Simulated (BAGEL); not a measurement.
# CHBr3 (bromoform): levels of theory compared

We compute a comparison of 4 runs (B3LYP/6-31G*, B3LYP/def2-SVP, PBE0/def2-SVP, RI-MP2/def2-SVP) of CHBr3 (bromoform). 

The results are computed with BAGEL 1.2.2.

## 1. The molecule

CHBr3: 5 atoms, total charge 0, spin state singlet. As SMILES, `BrC(Br)Br`. The shape is that of a PBE0-D4/def2-TZVP optimisation.

Bond lengths: Br1–C2 1.922 Å, C2–Br3 1.922 Å, C2–Br4 1.922 Å, C2–H5 1.083 Å. Angles: Br1–C2–Br3 111.8°, Br1–C2–Br4 111.8°, Br3–C2–Br4 111.8°, Br1–C2–H5 107.1°, Br3–C2–H5 107.1°, Br4–C2–H5 107.1°.

## 2. A single-point energy at B3LYP/6-31G(d) (density fitting with cc-pvqz-jkfit, spherical functions) (run 1)

File input.json:

```json
{ "bagel" : [

{
  "title" : "molecule",
  "basis" : "6-31gs.json",
  "df_basis" : "cc-pvqz-jkfit",
  "angstrom" : "true",
  "geometry" : [
    { "atom" : "Br", "xyz" : [   -0.678530,    0.301690,    1.738170 ] },
    { "atom" : "C", "xyz" : [    0.069950,    0.097560,   -0.020620 ] },
    { "atom" : "Br", "xyz" : [    1.208400,   -1.447050,   -0.136140 ] },
    { "atom" : "Br", "xyz" : [   -1.291550,    0.082940,   -1.377570 ] },
    { "atom" : "H", "xyz" : [    0.691730,    0.964850,   -0.203840 ] }
  ]
},
{
  "title" : "ks",
  "xc_func" : "b3lyp"
},
{
  "title" : "print",
  "file" : "orbitals.molden",
  "orbitals" : "true"
}

]}
```

The basis set 6-31G* is read from a file made from the Basis Set Exchange's data (not shown).

On the command line:

```sh
$ BAGEL_NUM_THREADS=1 BAGEL input.json > input.out
```

The program printed:

```text
* using 1 threads per process

  ===============================================================
  ===============================================================

  *** Geometry ***

  { "atom" : "Br", "xyz" : [     -1.282236,      0.570111,      3.284665 ] },
  { "atom" : "C", "xyz" : [      0.132186,      0.184362,     -0.038966 ] },
  { "atom" : "Br", "xyz" : [      2.283545,     -2.734528,     -0.257267 ] },
  { "atom" : "Br", "xyz" : [     -2.440676,      0.156734,     -2.603230 ] },
  { "atom" : "H", "xyz" : [      1.307180,      1.823302,     -0.385202 ] },

  Number of auxiliary basis functions:      811

  Since a DF basis is specified, we compute 2- and 3-index integrals:
    o Being stored without compression. Storage requirement is 0.081 GB

  Number of basis functions:      112
  Number of electrons      :      112

    * METHOD: MOLECULE                             1.03

  *** Kohn-Sham DFT ***

    * Removing 9070 points whose weight is below 1.00e-10
    * Grid points: 65460

  === Nuclear Repulsion ===
   809.8474688189

       - DIIS with orbital gradients will be used.

  === KS iteration (b3lyp / 6-31gs.json) ===
      0      -7574.56427678          0.17738361           1.05
      1      -7322.63755012          0.47042352           1.03
      2      -7578.23303743          0.21789638           1.04
[... 17 lines of this table left out ...]
     20      -7760.30716135          0.00000001           1.03
    * SCF iteration converged.

    * Permanent dipole moment:
           (   -0.233588,    -0.325939,     0.068910) a.u.

    * METHOD: KS                                  22.18

    * METHOD: PRINT                                0.03

  ===============================================================
```

Run time: 24 s. Hardware: 1 thread of Arm Neoverse V1, shared host; peak memory 0.54 GiB.

## 3. The energy at B3LYP/def2-SVP (density fitting with cc-pvqz-jkfit) (run 2)

input.json, as its differences from that of step 2:

```diff
@@ -4,3 +4,3 @@
   "title" : "molecule",
-  "basis" : "6-31gs.json",
+  "basis" : "svp",
   "df_basis" : "cc-pvqz-jkfit",
```

On the command line:

```sh
$ BAGEL_NUM_THREADS=1 BAGEL input.json > input.out
```

The program printed:

```text
* using 1 threads per process

  ===============================================================
  ===============================================================

  *** Geometry ***

  { "atom" : "Br", "xyz" : [     -1.282236,      0.570111,      3.284665 ] },
  { "atom" : "C", "xyz" : [      0.132186,      0.184362,     -0.038966 ] },
  { "atom" : "Br", "xyz" : [      2.283545,     -2.734528,     -0.257267 ] },
  { "atom" : "Br", "xyz" : [     -2.440676,      0.156734,     -2.603230 ] },
  { "atom" : "H", "xyz" : [      1.307180,      1.823302,     -0.385202 ] },

  Number of auxiliary basis functions:      811

  Since a DF basis is specified, we compute 2- and 3-index integrals:
    o Being stored without compression. Storage requirement is 0.086 GB

  Number of basis functions:      115
  Number of electrons      :      112

    * METHOD: MOLECULE                             0.89

  *** Kohn-Sham DFT ***

    * Removing 9070 points whose weight is below 1.00e-10
    * Grid points: 65460

  === Nuclear Repulsion ===
   809.8474688189

       - DIIS with orbital gradients will be used.

  === KS iteration (b3lyp / svp) ===
      0      -7632.79699230          0.15883633           1.08
      1      -7395.65654629          0.42478491           1.08
      2      -7641.76377883          0.18989994           1.08
[... 17 lines of this table left out ...]
     20      -7760.26783591          0.00000000           1.07
    * SCF iteration converged.

    * Permanent dipole moment:
           (   -0.201963,    -0.281817,     0.059590) a.u.

    * METHOD: KS                                  22.84

    * METHOD: PRINT                                0.03

  ===============================================================
```

It took 24 s on 1 thread of Arm Neoverse V1, shared host; peak memory 0.55 GiB.

Run 3 isn't shown in full; the table further down has it.

## 4. The energy at RI-MP2/def2-SVP (density fitting with cc-pvqz-jkfit) (run 4)

File mp2.json:

```json
{ "bagel" : [

{
  "title" : "molecule",
  "basis" : "svp",
  "df_basis" : "cc-pvqz-jkfit",
  "angstrom" : true,
  "geometry" : [
    { "atom" : "Br", "xyz" : [      -0.678530,       0.301690,       1.738170 ] },
    { "atom" : "C", "xyz" : [       0.069950,       0.097560,      -0.020620 ] },
    { "atom" : "Br", "xyz" : [       1.208400,      -1.447050,      -0.136140 ] },
    { "atom" : "Br", "xyz" : [      -1.291550,       0.082940,      -1.377570 ] },
    { "atom" : "H", "xyz" : [       0.691730,       0.964850,      -0.203840 ] }
  ]
},

{
  "title" : "hf"
},

{
  "title" : "mp2",
  "ncore" : 28
}

]}
```

On the command line:

```sh
$ BAGEL_NUM_THREADS=1 BAGEL mp2.json > mp2.out
```

The program printed:

```text
* using 1 threads per process

  ===============================================================
  ===============================================================

  *** Geometry ***

[... 29 lines left out ...]
    * SCF iteration converged.
[... 1 line left out ...]
    * Permanent dipole moment:
[... 2 lines left out ...]
    * METHOD: HF                                   8.75

  *** RHF ***

  === Nuclear Repulsion ===
   809.8474688189

      * DIIS with orbital gradients will be used.

  === RHF iteration (svp) ===
      0      -7754.68973733          0.00000000           0.65
    * SCF iteration converged.

    * Permanent dipole moment:
           (   -0.234704,    -0.327375,     0.069176) a.u.

  === DF-MP2 calculation ===

    * freezing 28 orbitals
    * 3-index integral transformation done
    * assembly done

      MP2 correlation energy:   -0.8373932396      0.32

      MP2 total energy:       -7755.5271305725

    * METHOD: MP2                                  1.63

  ===============================================================
```

Run time: 12 s. Hardware: 1 thread of Arm Neoverse V1, shared host; peak memory 0.34 GiB.

## 5. The series

```csv
run,level,frozen core orbitals,energy (Eh),dipole moment (D),HOMO energy (eV),LUMO energy (eV),wall time
1,"B3LYP/6-31G* (density fitting with cc-pvqz-jkfit, spherical functions)",–,-7760.307161,1.03,-7.80,-2.06,24 s
2,B3LYP/def2-SVP (density fitting with cc-pvqz-jkfit),–,-7760.267836,0.89,-7.63,-1.71,24 s
3,PBE0/def2-SVP (density fitting with cc-pvqz-jkfit),–,-7759.252943,0.92,-8.00,-1.57,23 s
4,RI-MP2/def2-SVP (density fitting with cc-pvqz-jkfit),28,-7755.527131,–,–,–,12 s
```

## 6. Summary of results

| quantity | value |
| --- | --- |
| run 4: total energy | -7755.52713 Eh |
| run 4: correlation energy (28 core orbitals frozen) | -837.4 mEh |

Over runs 1, 2, 3 the dipole moment (its size) runs from 0.89 D (B3LYP/def2-SVP) to 1.03 D (B3LYP/6-31G*). Over runs 1, 2, 3 the HOMO–LUMO gap runs from 5.74 eV (B3LYP/6-31G*) to 6.43 eV (PBE0/def2-SVP). The two ends differ in method and basis. Totals of different functionals can't be ranked against each other. All runs together took 82 s, the longest 24 s.
